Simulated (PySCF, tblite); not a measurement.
**C₆H₆O₂: geometry, infrared bands and NMR shifts**

What infrared bands and NMR shifts should C₆H₆O₂ (`O=COC1=CC=CC1`) show?

The runs use tblite 0.8.0 and PySCF 2.14.0, with density-fitted response routines of our own; the level of theory stands in each step. All values are computed, except where a source is named. Atoms are numbered from 0 throughout.

### Step 1. Starting geometry

14 atoms, charge 0, multiplicity 1; geometry from: force field or distance geometry start.

Bonds of the start (Å): O0–C1 1.23, C1–O2 1.34, O2–C3 1.40, C3–C4 1.33, C4–C5 1.44, C5–C6 1.34, C6–C7 1.51, C7–C3 1.51, C1–H8 1.10, C4–H9 1.08, C5–H10 1.08, C6–H11 1.09, C7–H12 1.09, C7–H13 1.09.

### Step 2. Relaxing the molecule with GFN2-xTB

Job settings and geometry (Å):

```
{"job": {"kind": "relax", "xc": "GFN2-xTB", "basis": "xTB"}, "charge": 0, "multiplicity": 1}
O      2.479000    -1.186500     0.642000
C      2.593400    -0.240700    -0.136800
O      1.644800     0.558800    -0.653400
C      0.288300     0.373200    -0.340200
C     -0.714900     1.114300    -0.802900
C     -1.964500     0.635100    -0.272500
C     -1.722300    -0.404600     0.535500
C     -0.239000    -0.691900     0.592400
H      3.576800     0.087900    -0.516900
H     -0.626700     1.947100    -1.485900
H     -2.927600     1.062400    -0.496200
H     -2.473700    -0.970600     1.083300
H     -0.048400    -1.702600     0.222700
H      0.134100    -0.582400     1.606600
```

On the command line:

```
> OMP_NUM_THREADS=1 python probes_run.py task.json out
```

One launch serves the whole session: the jobs run in the order shown.

**Question.** This job is followed by: GFN2-xTB harmonic vibrations, gas phase; GIAO PBE0/pcSseg-1 NMR shielding, non-relativistic, gas phase. Predict these results of the whole session: strongest single infrared mode (GFN2-xTB); zero-point energy (GFN2-xTB); 13C shifts against TMS (PBE0/pcSseg-1); 1H shifts against TMS (PBE0/pcSseg-1, means over atoms taken as alike); 17O shifts against H2O (PBE0/pcSseg-1).

**Answer**, as computed:

| quantity | value |
| --- | --- |
| strongest single infrared mode (GFN2-xTB) | 1770 cm⁻¹, 596 km/mol |
| zero-point energy (GFN2-xTB) | 65.2 kcal/mol |
| 13C shifts against TMS (PBE0/pcSseg-1) | 165.8, 161.4, 136.4, 133.9, 120.2, 46.3 ppm |
| 1H shifts against TMS (PBE0/pcSseg-1, means over atoms taken as alike) | 8.19, 6.72, 6.37, 6.30, 3.98 ppm |
| 17O shifts against H2O (PBE0/pcSseg-1) | 448.4, 254.8 ppm |

Over 23 steps the energy fell by 0.121 eV; of the close pairs, O0–C1 changed most, 1.231 to 1.197 Å. No mode is imaginary among the 36: a minimum at this level. The strongest single mode, at 1770 cm⁻¹, moves mainly C1 and O0. Unscaled tight-binding wavenumbers are off by several per cent, some by more. Its intensities can rank the bands wrongly. At PBE0/pcSseg-1: The largest span, 705 ppm, is at O0, where the paramagnetic term is -515 ppm.
